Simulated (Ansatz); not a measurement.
# C12H18Si2: the relaxed shape and its frontier levels

Aim: characterise C12H18Si2 as a singlet: its structure, frontier levels and distribution of charge.

Method: RKS PBE0-D4/def2-TZVP; program: Ansatz 0.2.0, Gaussian basis.

Levels to be run: relaxation at PBE-D4/def2-SVP; a single point at PBE0-D4/def2-TZVP.

4 further runs of the same task are left out: 4 that didn't finish.

## (1) The system as given

SMILES `C[Si]1(C)C=CC=C1C1=CC=C[Si]1(C)C`, 32 atoms, charge 0, spin multiplicity 1.

Atoms are counted from 1 here; the program's logs count them from 0.

Bond lengths: C1–Si2 1.902 Å, C1–H15 1.085 Å, C1–H16 1.085 Å, C1–H17 1.085 Å, Si2–C3 1.905 Å, Si2–C4 1.888 Å, Si2–C7 1.911 Å, C3–H18 1.085 Å, C3–H19 1.085 Å, C3–H20 1.085 Å, C4–C5 1.340 Å, C4–H21 1.077 Å, C5–C6 1.450 Å, C5–H22 1.082 Å, C6–C7 1.345 Å, C6–H23 1.081 Å, C7–C8 1.437 Å, C8–C9 1.345 Å and more. Angles: Si2–C1–H15 110.9°, Si2–C1–H16 111.6°, Si2–C1–H17 110.3°, H15–C1–H16 108.0°, H15–C1–H17 107.8°, H16–C1–H17 108.0°, C1–Si2–C3 110.2°, C1–Si2–C4 116.3°, C1–Si2–C7 112.8°, C3–Si2–C4 114.2°, C3–Si2–C7 113.0°, C4–Si2–C7 89.1°, Si2–C3–H18 110.7°, Si2–C3–H19 110.8°, Si2–C3–H20 111.6°, H18–C3–H19 107.8°, H18–C3–H20 107.9°, H19–C3–H20 108.0° and more.

The start is a GFN2-xTB geometry.

## (2) Relaxation at PBE-D4/def2-SVP

File in.yaml:

```yaml
crystal:
  periodic: [false, false, false]
  atoms:
    - {symbol: C, position_ang: [2.957280, 0.436030, -1.688660]}
    - {symbol: Si, position_ang: [2.163820, -0.365450, -0.156590]}
    - {symbol: C, position_ang: [1.734230, -2.186680, -0.516400]}
    - {symbol: C, position_ang: [3.053720, -0.091270, 1.485690]}
    - {symbol: C, position_ang: [2.256650, 0.612640, 2.301540]}
    - {symbol: C, position_ang: [0.961230, 1.001720, 1.779850]}
    - {symbol: C, position_ang: [0.679150, 0.631650, 0.517590]}
    - {symbol: C, position_ang: [-0.545410, 0.891900, -0.187030]}
    - {symbol: C, position_ang: [-0.717110, 1.791520, -1.172500]}
    - {symbol: C, position_ang: [-2.039760, 1.872170, -1.760650]}
    - {symbol: C, position_ang: [-2.971080, 1.036430, -1.280280]}
    - {symbol: Si, position_ang: [-2.197320, -0.034410, 0.069180]}
    - {symbol: C, position_ang: [-2.091120, -1.885810, -0.368510]}
    - {symbol: C, position_ang: [-2.901910, 0.183620, 1.823170]}
    - {symbol: H, position_ang: [3.865600, -0.085260, -1.971930]}
    - {symbol: H, position_ang: [3.208510, 1.475760, -1.509590]}
    - {symbol: H, position_ang: [2.274580, 0.396100, -2.531350]}
    - {symbol: H, position_ang: [2.630290, -2.752910, -0.749700]}
    - {symbol: H, position_ang: [1.063580, -2.263320, -1.366020]}
    - {symbol: H, position_ang: [1.253300, -2.659000, 0.333760]}
    - {symbol: H, position_ang: [4.030130, -0.430720, 1.786790]}
    - {symbol: H, position_ang: [2.528210, 0.903070, 3.307870]}
    - {symbol: H, position_ang: [0.285160, 1.583680, 2.390750]}
    - {symbol: H, position_ang: [0.066860, 2.453410, -1.513910]}
    - {symbol: H, position_ang: [-2.224090, 2.591900, -2.547220]}
    - {symbol: H, position_ang: [-3.979100, 1.018780, -1.659290]}
    - {symbol: H, position_ang: [-1.663900, -2.039200, -1.353840]}
    - {symbol: H, position_ang: [-3.077230, -2.339090, -0.358650]}
    - {symbol: H, position_ang: [-1.474910, -2.415560, 0.350600]}
    - {symbol: H, position_ang: [-2.962310, 1.230280, 2.101270]}
    - {symbol: H, position_ang: [-3.897400, -0.241880, 1.896610]}
    - {symbol: H, position_ang: [-2.269670, -0.320100, 2.547440]}
basis:
  gaussian: {orbitals: def2-SVP}
hamiltonian: {xc: pbe, dispersion: d4}
scf: {lower_state_search: "off"}
output: {orbitals: {seedname: orbitals}}
relax: {f_tol: 0.03, max_steps: 70}
```

Started as:

```
> ansatz run in.yaml --threads 4 --pin off --events-out ev --progress --plain --max-ram 6963MiB
```

Further steps of the session: Single point, PBE0-D4/def2-TZVP.

**Question.** What will the summary of the whole plan be? Wanted: point group; commonest bond, hydrogen aside; HOMO, LUMO at PBE0-D4/def2-TZVP; dipole at PBE-D4/def2-SVP.

The runs gave:

| quantity | value |
| --- | --- |
| point group | C2h |
| commonest bond, hydrogen aside | C–Si, 8 of mean length 1.895 Å |
| HOMO, LUMO at PBE0-D4/def2-TZVP | -5.54, -2.06 eV |
| dipole at PBE-D4/def2-SVP | 0.00 D |

In words: The molecule keeps its bonding pattern by the stored test; the atoms moved 1.52 Å (rms). No usable vibrations, so a minimum isn't proven.
